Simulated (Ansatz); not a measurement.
**F2H5NSi2: a ladder of functionals and wavefunction methods**

How much do the methods differ for F2H5NSi2? The plan is to run it at one geometry with functionals of several rungs and with coupled cluster, and see how far each lands from CCSD(T) at the basis-set limit for the atomisation energy.

Program: Ansatz 0.2.0, Gaussian basis. Level of theory: functionals in def2-TZVPP, the program's frozen cores in correlated methods. These are calculated values, not measurements.

Plan: PBE-D4, r2SCAN-D4, PBE0-D4, B3LYP-D4, ωB97X-V, ωB97M-V, B2PLYP; CCSD(T)/def2-TZVPP; MP2/def2-QZVPP; extrapolation to the limit.

### Step 1. The relaxed structure

The geometry comes from an earlier relaxation with PBE0-D4 in a triple-zeta def2 set; it is a stationary point, not always the lowest conformer.

SMILES `F[SiH](F)N[SiH3]`, 10 atoms, charge 0, spin multiplicity 1.

Atoms are counted from 1 here; the program's logs count them from 0.

Bond lengths: F1–Si2 1.588 Å, Si2–F3 1.587 Å, Si2–N4 1.693 Å, Si2–H6 1.469 Å, N4–Si5 1.735 Å, N4–H7 1.012 Å, Si5–H8 1.486 Å, Si5–H9 1.483 Å, Si5–H10 1.486 Å. Angles: F1–Si2–F3 104.4°, F1–Si2–N4 112.2°, F1–Si2–H6 108.8°, F3–Si2–N4 110.1°, F3–Si2–H6 110.4°, N4–Si2–H6 110.9°, Si2–N4–Si5 128.6°, Si2–N4–H7 115.8°, Si5–N4–H7 115.6°, N4–Si5–H8 110.9°, N4–Si5–H9 106.8°, N4–Si5–H10 111.3°, H8–Si5–H9 110.0°, H8–Si5–H10 108.1°, H9–Si5–H10 109.7°.

### Step 2. PBE-D4 (GGA)

The input, in.yaml:

```yaml
crystal:
  periodic: [false, false, false]
  atoms:
    - {symbol: F, position_ang: [-0.279706, 1.366699, 2.270393]}
    - {symbol: Si, position_ang: [-0.763201, 1.076089, 0.786023]}
    - {symbol: F, position_ang: [-1.139522, 2.505709, 0.207763]}
    - {symbol: N, position_ang: [0.453675, 0.370476, -0.155386]}
    - {symbol: Si, position_ang: [0.553318, -1.255961, -0.752295]}
    - {symbol: H, position_ang: [-1.951786, 0.214774, 0.835278]}
    - {symbol: H, position_ang: [1.245144, 0.964342, -0.369450]}
    - {symbol: H, position_ang: [0.676502, -1.270822, -2.232962]}
    - {symbol: H, position_ang: [-0.696042, -1.941234, -0.341471]}
    - {symbol: H, position_ang: [1.726719, -1.969571, -0.184692]}
basis:
  gaussian: {orbitals: def2-TZVPP}
hamiltonian: {xc: pbe, dispersion: d4}
output: {forces: true, orbitals: {seedname: orbitals}}
```

Run with:

```
$ ansatz run in.yaml --threads 4 --pin off --events-out ev --progress --plain --max-ram 10444MiB
```

Standard output, cut to the lines that bear on the results:

```text
Functional definition: PBE
  name "PBE"
  cite "Perdew, Burke & Ernzerhof, Phys. Rev. Lett. 77, 3865 (1996) doi:10.1103/PhysRevLett.77.3865"
  parent pbe
[...]
1338 factors; their error is unknown
[...]
mean field -22753.83416115 eV, -836.1879823195 hartree, gradient 1.3e-5 eV, S^2 0.000000; 0 other end points of the search recorded, 0 dependent functions left out
[...]
reference -22753.83420512 eV, -836.1879839355 hartree; 29, 29 occupied and 218, 218 virtual orbitals, 1338 factors
Total energy: -22754.05227749 eV, -836.1959979473 hartree
Atom 0 at    -0.279706     1.366699     2.270393 Å, force     0.203226     0.102777     0.646920 eV/Å
Atom 1 at    -0.763201     1.076089     0.786023 Å, force    -0.196379    -0.378240    -0.122389 eV/Å
Atom 2 at    -1.139522     2.505709     0.207763 Å, force    -0.176085     0.607525    -0.264867 eV/Å
Atom 3 at     0.453675     0.370476    -0.155386 Å, force     0.015982    -0.068816    -0.054614 eV/Å
Atom 4 at     0.553318    -1.255961    -0.752295 Å, force     0.023200    -0.164089    -0.066233 eV/Å
Atom 5 at    -1.951786     0.214774     0.835278 Å, force    -0.139496    -0.122675    -0.004329 eV/Å
Atom 6 at     1.245144     0.964342    -0.369450 Å, force     0.262703     0.196821    -0.072585 eV/Å
Atom 7 at     0.676502    -1.270822    -2.232962 Å, force     0.011850    -0.012967    -0.161712 eV/Å
Atom 8 at    -0.696042    -1.941234    -0.341471 Å, force    -0.129058    -0.070991     0.042193 eV/Å
Atom 9 at     1.726719    -1.969571    -0.184692 Å, force     0.124058    -0.089342     0.057618 eV/Å
Dipole moment:     0.188392    -0.214250    -0.227868 e Å
```

It took 2.1 s on 4 threads of Arm Neoverse V2, shared host; peak memory 0.32 GiB.

With the free atoms at this level, -22716.453 eV in sum, the atomisation energy is 37.599 eV. HOMO -6.92 eV, LUMO -0.82 eV.

### Step 3. r2SCAN-D4 (meta-GGA)

Changes to in.yaml since step 2:

```diff
@@ -15,3 +15,3 @@
   gaussian: {orbitals: def2-TZVPP}
-hamiltonian: {xc: pbe, dispersion: d4}
+hamiltonian: {xc: r2scan, dispersion: d4}
 output: {forces: true, orbitals: {seedname: orbitals}}
```

Same command.

Standard output, cut to the lines that bear on the results:

```text
Functional definition: r2SCAN
  name "r2SCAN"
  cite "Furness, Kaplan, Ning, Perdew & Sun, J. Phys. Chem. Lett. 11, 8208 (2020) doi:10.1021/acs.jpclett.0c02405"
  cite "Furness, Kaplan, Ning, Perdew & Sun, J. Phys. Chem. Lett. 11, 9248 (2020) doi:10.1021/acs.jpclett.0c03077"
  parent r2scan
[...]
1338 factors; their error is unknown
[...]
mean field -22764.90723142 eV, -836.5949101464 hartree, gradient 4.9e-5 eV, S^2 0.000000; 0 other end points of the search recorded, 0 dependent functions left out
[...]
reference -22764.90724453 eV, -836.5949106281 hartree; 29, 29 occupied and 218, 218 virtual orbitals, 1338 factors
Total energy: -22764.95986530 eV, -836.5968444059 hartree
Atom 0 at    -0.279706     1.366699     2.270393 Å, force     0.016098     0.010857     0.055948 eV/Å
Atom 1 at    -0.763201     1.076089     0.786023 Å, force    -0.061419    -0.046375    -0.006066 eV/Å
Atom 2 at    -1.139522     2.505709     0.207763 Å, force    -0.013515     0.052439    -0.017906 eV/Å
Atom 3 at     0.453675     0.370476    -0.155386 Å, force    -0.017939    -0.035402    -0.005926 eV/Å
Atom 4 at     0.553318    -1.255961    -0.752295 Å, force     0.004196    -0.031379    -0.013271 eV/Å
Atom 5 at    -1.951786     0.214774     0.835278 Å, force     0.037082     0.020101    -0.005317 eV/Å
Atom 6 at     1.245144     0.964342    -0.369450 Å, force     0.025567     0.024524    -0.006137 eV/Å
Atom 7 at     0.676502    -1.270822    -2.232962 Å, force    -0.001043    -0.010722     0.029254 eV/Å
Atom 8 at    -0.696042    -1.941234    -0.341471 Å, force     0.035322     0.011276    -0.013335 eV/Å
Atom 9 at     1.726719    -1.969571    -0.184692 Å, force    -0.024349     0.004680    -0.017244 eV/Å
Dipole moment:     0.189934    -0.217852    -0.231073 e Å
```

It took 4.4 s on 4 threads of Arm Neoverse V2, shared host; peak memory 0.35 GiB.

With the free atoms at this level, -22727.452 eV in sum, the atomisation energy is 37.508 eV. HOMO -7.25 eV, LUMO -0.35 eV.

### Step 4. PBE0-D4 (hybrid)

Changes to in.yaml since step 3:

```diff
@@ -15,3 +15,3 @@
   gaussian: {orbitals: def2-TZVPP}
-hamiltonian: {xc: r2scan, dispersion: d4}
-output: {forces: true, orbitals: {seedname: orbitals}}
+hamiltonian: {xc: pbe0, dispersion: d4}
+output: {orbitals: {seedname: orbitals}}
```

Launched as before.

Standard output:

```text
Functional definition: PBE0
  name "PBE0"
  cite "Adamo & Barone, J. Chem. Phys. 110, 6158 (1999) doi:10.1063/1.478522"
  cite "Perdew, Burke & Ernzerhof, Phys. Rev. Lett. 77, 3865 (1996) doi:10.1103/PhysRevLett.77.3865"
  parent pbe
  parameter a = 0.25
  parameter kappa = 0.804
  parameter beta = 0.06672455060314922
  exchange = (1 - a)*pbe_x(kappa = kappa, mu = beta*pi^2/3) + a*exact_x
  correlation = pbe_c(beta = beta)
1344 factors; their error is unknown
mean field evaluation 1: about -22748.0346 eV, gradient 6.9e1 eV
mean field evaluation 2: about -22738.8472 eV, gradient 9.4e1 eV
mean field evaluation 4: about -22755.5619 eV, gradient 4.6e0 eV
mean field evaluation 8: about -22755.5966 eV, gradient 2.3e-2 eV
mean field evaluation 16: about -22755.6528 eV, gradient 2.2e-5 eV
mean field -22755.65284040 eV, -836.2548175492 hartree, gradient 2.2e-5 eV, S^2 0.000000; 0 other end points of the search recorded, 0 dependent functions left out
reference -22755.65287287 eV, -836.2548187423 hartree; 29, 29 occupied and 218, 218 virtual orbitals, 1344 factors
Total energy: -22755.83694035 eV, -836.2615830976 hartree
```

Wall time 2.8 s (4 threads of Arm Neoverse V2, shared host); peak memory 0.62 GiB.

With the free atoms at this level, -22718.795 eV in sum, the atomisation energy is 37.042 eV. HOMO -8.33 eV, LUMO 0.02 eV.

### Step 5. B3LYP-D4 (hybrid)

B3LYP here takes the VWN-RPA correlation.

Changes to in.yaml since step 4:

```diff
@@ -15,3 +15,3 @@
   gaussian: {orbitals: def2-TZVPP}
-hamiltonian: {xc: pbe0, dispersion: d4}
-output: {orbitals: {seedname: orbitals}}
+hamiltonian: {xc: {name: B3LYP}, dispersion: d4}
+output: {forces: true, orbitals: {seedname: orbitals}}
```

The command is unchanged.

Standard output, cut to the lines that bear on the results:

```text
Functional definition: B3LYP
  name "B3LYP"
  cite "Stephens, Devlin, Chabalowski & Frisch, J. Phys. Chem. 98, 11623 (1994) doi:10.1021/j100096a001"
  cite "Becke, Phys. Rev. A 38, 3098 (1988) doi:10.1103/PhysRevA.38.3098"
  cite "Lee, Yang & Parr, Phys. Rev. B 37, 785 (1988) doi:10.1103/PhysRevB.37.785"
  cite "Vosko, Wilk & Nusair, Can. J. Phys. 58, 1200 (1980) doi:10.1139/p80-159"
[...]
1344 factors; their error is unknown
[...]
mean field -22770.65453674 eV, -836.8061197212 hartree, gradient 3.9e-5 eV, S^2 0.000000; 0 other end points of the search recorded, 0 dependent functions left out
[...]
reference -22770.65480815 eV, -836.8061296953 hartree; 29, 29 occupied and 218, 218 virtual orbitals, 1344 factors
Total energy: -22771.00783959 eV, -836.8191033614 hartree
Atom 0 at    -0.279706     1.366699     2.270393 Å, force     0.064605     0.030789     0.213212 eV/Å
Atom 1 at    -0.763201     1.076089     0.786023 Å, force    -0.176706    -0.175844    -0.038003 eV/Å
Atom 2 at    -1.139522     2.505709     0.207763 Å, force    -0.063267     0.198833    -0.083756 eV/Å
Atom 3 at     0.453675     0.370476    -0.155386 Å, force     0.052096     0.017773    -0.018917 eV/Å
Atom 4 at     0.553318    -1.255961    -0.752295 Å, force     0.037568    -0.211639    -0.093544 eV/Å
Atom 5 at    -1.951786     0.214774     0.835278 Å, force     0.079923     0.061142    -0.001585 eV/Å
Atom 6 at     1.245144     0.964342    -0.369450 Å, force    -0.000771     0.003636    -0.000418 eV/Å
Atom 7 at     0.676502    -1.270822    -2.232962 Å, force    -0.006985    -0.005238     0.093753 eV/Å
Atom 8 at    -0.696042    -1.941234    -0.341471 Å, force     0.088721     0.040377    -0.031451 eV/Å
Atom 9 at     1.726719    -1.969571    -0.184692 Å, force    -0.075184     0.040169    -0.039290 eV/Å
Dipole moment:     0.185197    -0.239399    -0.238997 e Å
```

It took 4.1 s on 4 threads of Arm Neoverse V2, shared host; peak memory 0.7 GiB.

With the free atoms at this level, -22733.459 eV in sum, the atomisation energy is 37.549 eV. HOMO -8.09 eV, LUMO -0.22 eV.

### Step 6. ωB97X-V (range-separated)

Changes to in.yaml since step 5:

```diff
@@ -15,3 +15,3 @@
   gaussian: {orbitals: def2-TZVPP}
-hamiltonian: {xc: {name: B3LYP}, dispersion: d4}
-output: {forces: true, orbitals: {seedname: orbitals}}
+hamiltonian: {xc: {name: wB97X-V}}
+output: {orbitals: {seedname: orbitals}}
```

The command is unchanged.

Standard output, cut to the lines that bear on the results:

```text
Functional definition: wB97X-V
  name "wB97X-V"
  cite "Mardirossian & Head-Gordon, Phys. Chem. Chem. Phys. 16, 9904 (2014) doi:10.1039/C3CP54374A"
  cite "Becke, J. Chem. Phys. 107, 8554 (1997) doi:10.1063/1.475007"
  cite "Vydrov & Van Voorhis, J. Chem. Phys. 133, 244103 (2010) doi:10.1063/1.3521275"
[...]
      + integral(e_c_pw_opposite_spin*poly(b97_u_opposite, cos0, cos1)) + vv10(b, c)
1344 factors; their error is unknown
293 factors; integrals over basis functions are off by at most 9.4e-6 eV
[...]
mean field -22764.61392291 eV, -836.5841312575 hartree, gradient 4.0e-5 eV, S^2 0.000000; 0 other end points of the search recorded, 0 dependent functions left out
reference -22764.61392073 eV, -836.5841311773 hartree; 29, 29 occupied and 218, 218 virtual orbitals, 1344 factors
Total energy: -22764.61392073 eV, -836.5841311773 hartree
```

Wall time 6.5 s (4 threads of Arm Neoverse V2, shared host); peak memory 0.76 GiB.

With the free atoms at this level, -22726.731 eV in sum, the atomisation energy is 37.882 eV. HOMO -10.76 eV, LUMO 1.98 eV.

### Step 7. ωB97M-V (range-separated)

Changes to in.yaml since step 6:

```diff
@@ -15,3 +15,3 @@
   gaussian: {orbitals: def2-TZVPP}
-hamiltonian: {xc: {name: wB97X-V}}
-output: {orbitals: {seedname: orbitals}}
+hamiltonian: {xc: {name: wB97M-V}}
+output: {forces: true, orbitals: {seedname: orbitals}}
```

The command is unchanged.

Standard output, cut to the lines that bear on the results:

```text
Functional definition: wB97M-V
  name "wB97M-V"
  cite "Mardirossian & Head-Gordon, J. Chem. Phys. 144, 214110 (2016) doi:10.1063/1.4952647"
  cite "Becke, J. Chem. Phys. 107, 8554 (1997) doi:10.1063/1.475007"
  cite "Vydrov & Van Voorhis, J. Chem. Phys. 133, 244103 (2010) doi:10.1063/1.3521275"
  # Of w^i u^j: cxij and so on, Table III.
[...]
  gx(w, u) = 1 - cx + cx01*u + cx10*w
  gss(w, u) = css00 + css04*u^4 + css10*w + css20*w^2 + css43*w^4*u^3
  gos(w, u) = cos00 + cos10*w + (cos20 + cos21*u)*w^2 + (cos60 + cos61*u)*w^6
[...]
      + integral(e_c_pw_mod_opposite_spin*gos(b97_w_opposite, b97_u_opposite)) + vv10(b, c)
1344 factors; their error is unknown
293 factors; integrals over basis functions are off by at most 9.4e-6 eV
[...]
Atom 0 at    -0.279706     1.366699     2.270393 Å, force     0.048593     0.017651     0.138613 eV/Å
Atom 1 at    -0.763201     1.076089     0.786023 Å, force    -0.193144    -0.234081    -0.047268 eV/Å
Atom 2 at    -1.139522     2.505709     0.207763 Å, force    -0.036870     0.131969    -0.062308 eV/Å
Atom 3 at     0.453675     0.370476    -0.155386 Å, force     0.050681     0.021197    -0.015724 eV/Å
Atom 4 at     0.553318    -1.255961    -0.752295 Å, force     0.013188    -0.201968    -0.077322 eV/Å
Atom 5 at    -1.951786     0.214774     0.835278 Å, force     0.150202     0.102939    -0.007556 eV/Å
Atom 6 at     1.245144     0.964342    -0.369450 Å, force    -0.019041    -0.007082     0.006634 eV/Å
Atom 7 at     0.676502    -1.270822    -2.232962 Å, force    -0.013510     0.001305     0.178242 eV/Å
Atom 8 at    -0.696042    -1.941234    -0.341471 Å, force     0.140680     0.082102    -0.044313 eV/Å
Atom 9 at     1.726719    -1.969571    -0.184692 Å, force    -0.140779     0.085968    -0.068997 eV/Å
Dipole moment:     0.189850    -0.228295    -0.236116 e Å
```

Wall time 10 s (4 threads of Arm Neoverse V2, shared host); peak memory 0.88 GiB.

Atomisation energy: 37.768 eV (free atoms -22728.547 eV, run apart). HOMO -10.65 eV, LUMO 1.60 eV.

### Step 8. B2PLYP (double hybrid)

Changes to in.yaml since step 7:

```diff
@@ -15,3 +15,2 @@
   gaussian: {orbitals: def2-TZVPP}
-hamiltonian: {xc: {name: wB97M-V}}
-output: {forces: true, orbitals: {seedname: orbitals}}
+hamiltonian: {xc: {name: B2PLYP}}
```

The command is unchanged.

Standard output, cut to the lines that bear on the results:

```text
Functional definition: B2PLYP
  name "B2PLYP"
  cite "Grimme, J. Chem. Phys. 124, 034108 (2006) doi:10.1063/1.2148954"
  cite "Becke, Phys. Rev. A 38, 3098 (1988) doi:10.1103/PhysRevA.38.3098"
  cite "Lee, Yang & Parr, Phys. Rev. B 37, 785 (1988) doi:10.1103/PhysRevB.37.785"
[...]
1472 factors; integrals over basis functions are off by at most 1.0e-3 eV
[...]
mean field -22750.58819911 eV, -836.0686954147 hartree, gradient 9.4e-6 eV, S^2 0.000000; 0 other end points of the search recorded, 0 dependent functions left out
13 core orbitals not correlated: weight in the atoms' cores, before any rotation towards them, 1.000 or more for the frozen orbitals, at most 0.000 for the correlated occupied ones
reference -22750.58836912 eV, -836.0687016626 hartree; 16, 16 occupied and 218, 218 virtual orbitals, 1472 factors
second order -30.91331875 eV of doubles, -0.00000000 eV of singles
Total energy: -22758.93496519 eV, -836.3754334104 hartree
```

Wall time 4.4 s (4 threads of Arm Neoverse V2, shared host); peak memory 0.63 GiB.

Atomisation energy: 37.260 eV (free atoms -22721.675 eV, run apart).

### Step 9. Frontier levels by functional

Dipoles come from the runs that computed forces. Levels are read from the orbital files that the runs wrote:

| functional | HOMO (eV) | LUMO (eV) | gap (eV) | dipole (D) |
| --- | --- | --- | --- | --- |
| PBE-D4 | -6.92 | -0.82 | 6.11 | 1.75 |
| r2SCAN-D4 | -7.25 | -0.35 | 6.90 | 1.78 |
| PBE0-D4 | -8.33 | 0.02 | 8.35 |  |
| B3LYP-D4 | -8.09 | -0.22 | 7.87 | 1.85 |
| ωB97X-V | -10.76 | 1.98 | 12.75 |  |
| ωB97M-V | -10.65 | 1.60 | 12.25 | 1.82 |

### Step 10. CCSD(T) in def2-TZVPP

Changes to in.yaml since step 8:

```diff
@@ -15,2 +15,2 @@
   gaussian: {orbitals: def2-TZVPP}
-hamiltonian: {xc: {name: B2PLYP}}
+correlation: {method: ccsd_t}
```

Launched as before.

Standard output, cut to the lines that bear on the results:

```text
Functional definition: HF
  name "HF"
  cite "Fock, Z. Phys. 61, 126 (1930) doi:10.1007/BF01340294"
  parent pbe
[...]
1472 factors; integrals over basis functions are off by at most 1.0e-3 eV
[...]
mean field -22706.60391187 eV, -834.4523026721 hartree, gradient 2.3e-6 eV, S^2 0.000000; 0 other end points of the search recorded, 0 dependent functions left out
13 core orbitals not correlated: weight in the atoms' cores, before any rotation towards them, 1.000 or more for the frozen orbitals, at most 0.000 for the correlated occupied ones
reference -22706.60391187 eV, -834.4523026721 hartree; 16, 16 occupied and 218, 218 virtual orbitals, 1472 factors
second order -25.87694318 eV of doubles, -0.00000000 eV of singles
cycle   1  -26.12493525 eV  change   -2.5e-1 eV  update   1.0e-1
[...]
cycle   9  -26.81739108 eV  change   -7.3e-6 eV  update   1.5e-5
perturbative correction -0.83319192 eV, -0.0306192383 hartree
Total energy: -22734.25449487 eV, -835.4684428553 hartree
```

Run time: 2.3 min. Hardware: 4 threads of Arm Neoverse V2, shared host; peak memory 5 GiB.

### Step 11. MP2 in def2-QZVPP

Changes to in.yaml since step 10:

```diff
@@ -14,3 +14,3 @@
 basis:
-  gaussian: {orbitals: def2-TZVPP}
-correlation: {method: ccsd_t}
+  gaussian: {orbitals: "def2-QZVPP.json"}
+correlation: {method: mp2}
```

Launched as before.

Standard output:

```text
Functional definition: HF
  name "HF"
  cite "Fock, Z. Phys. 61, 126 (1930) doi:10.1007/BF01340294"
  parent pbe
  exchange = exact_x
  correlation = 0
2754 factors; integrals over basis functions are off by at most 1.1e-3 eV
mean field evaluation 1: about -22702.8900 eV, gradient 4.8e1 eV
mean field evaluation 2: about -22703.0182 eV, gradient 4.8e1 eV
mean field evaluation 4: about -22707.4186 eV, gradient 3.3e0 eV
mean field evaluation 8: about -22707.4683 eV, gradient 1.0e-1 eV
mean field -22707.46831628 eV, -834.4840689484 hartree, gradient 1.9e-6 eV, S^2 0.000000; 0 other end points of the search recorded, 0 dependent functions left out
13 core orbitals not correlated: weight in the atoms' cores, before any rotation towards them, 1.000 or more for the frozen orbitals, at most 0.000 for the correlated occupied ones
reference -22707.46831628 eV, -834.4840689484 hartree; 16, 16 occupied and 432, 432 virtual orbitals, 2754 factors
second order -28.14176545 eV of doubles, -0.00000000 eV of singles
Total energy: -22735.61008173 eV, -835.5182597535 hartree
```

Wall time 18 s (4 threads of Arm Neoverse V2, shared host); peak memory 2.5 GiB.

Energy pieces by basis (eV):

| basis | HF | MP2 correlation | CCSD correlation | (T) | total |
| --- | --- | --- | --- | --- | --- |
| def2-TZVPP | -22706.6039 | -25.8769 | -26.8174 | -0.8332 | -22734.2545 |
| def2-QZVPP | -22707.4683 | -28.1418 |  |  | -22735.6101 (MP2) |

The report of the def2-TZVPP run gives T1 = 0.0113.

### Step 12. From triple and quadruple zeta to the limit

No new run: Hartree-Fock is extrapolated as exp(−7.88√X) and correlation as X^−2.97, with X = 3 and 4; only MP2 was run in the larger set, so CCSD(T) minus MP2 is added from the smaller one.

| level | energy at the limit (eV) |
| --- | --- |
| HF | -22707.5874 |
| MP2 | -22737.4068 |
| CCSD | -22738.3472 |
| CCSD(T) | -22739.1804 |

### Step 13. All levels against the reference

Free atoms (2 F, 2 Si, 1 N, 5 H) were run apart at each level; the atomisation energy is their sum less the molecule, without zero-point or spin-orbit terms.

Differences are taken before rounding.

| method | rung | atoms, summed (eV) | atomisation energy (eV) | from CCSD(T)/CBS (eV) | time |
| --- | --- | --- | --- | --- | --- |
| PBE-D4 | GGA | -22716.453 | 37.599 | -0.264 | 2.1 s |
| r2SCAN-D4 | meta-GGA | -22727.452 | 37.508 | -0.355 | 4.4 s |
| PBE0-D4 | hybrid | -22718.795 | 37.042 | -0.821 | 2.8 s |
| B3LYP-D4 | hybrid | -22733.459 | 37.549 | -0.314 | 4.1 s |
| ωB97X-V | range-separated | -22726.731 | 37.882 | +0.020 | 6.5 s |
| ωB97M-V | range-separated | -22728.547 | 37.768 | -0.095 | 10 s |
| B2PLYP | double hybrid | -22721.675 | 37.260 | -0.603 | 4.4 s |
| HF/def2-TZVPP | wavefunction | -22678.706 | 27.898 | -9.965 |  |
| MP2/def2-TZVPP | wavefunction | -22695.101 | 37.379 | -0.484 |  |
| CCSD/def2-TZVPP | wavefunction | -22697.191 | 36.230 | -1.633 |  |
| CCSD(T)/def2-TZVPP | wavefunction | -22697.575 | 36.679 | -1.184 | 2.3 min |
| MP2/CBS | wavefunction | -22698.844 | 38.563 | +0.700 |  |
| CCSD(T)/CBS | wavefunction | -22701.317 | 37.863 | 0 | 2.6 min |

Among the levels timed on like hardware and quicker than the yardstick, those that no quicker one beats, quickest first: PBE-D4 (2.1 s, -0.264 eV); ωB97X-V (6.5 s, +0.020 eV).

B2PLYP carry no dispersion term (for B3LYP, D4 adds 0.353 eV).

Times are those of the molecule's run; HF, MP2 and CCSD come out of the CCSD(T) runs, and the limit's time is the sum of the runs that it needs.

### Step 14. Summary of results

```
                               quantity                                 value
        atomisation energy, CCSD(T)/CBS                             37.863 eV
    functionals within 0.189 eV (0.5 %)                      ωB97X-V, ωB97M-V
                               farthest                   PBE0-D4 (-0.821 eV)
             mean size of error, hybrid                              0.567 eV
    mean size of error, range-separated                              0.057 eV
              gap, smallest and largest  6.11 eV (PBE-D4), 12.75 eV (ωB97X-V)
                          T1 diagnostic                                0.0113
triples share of the correlation energy                                 3.0 %
```

PBE-D4 misses by -0.264 eV. Double hybrids carry the basis error of their MP2 part in triple zeta, and no dispersion term here, so their miss is partly the set-up's. Misses under about 0.189 eV are within the doubt on the reference itself, which lacks core-valence correlation, relativity and higher excitations. Hartree-Fock recovers 74 % of the binding; the rest is correlation. Orbital gaps span 6.1 to 12.7 eV; exact exchange widens them.

ωB97X-V reaches 0.020 eV from the reference in 6.5 s, where CCSD(T)/CBS took 2.6 min; the quickest level in the cost chart, PBE-D4, takes 2.1 s and misses by 0.264 eV.
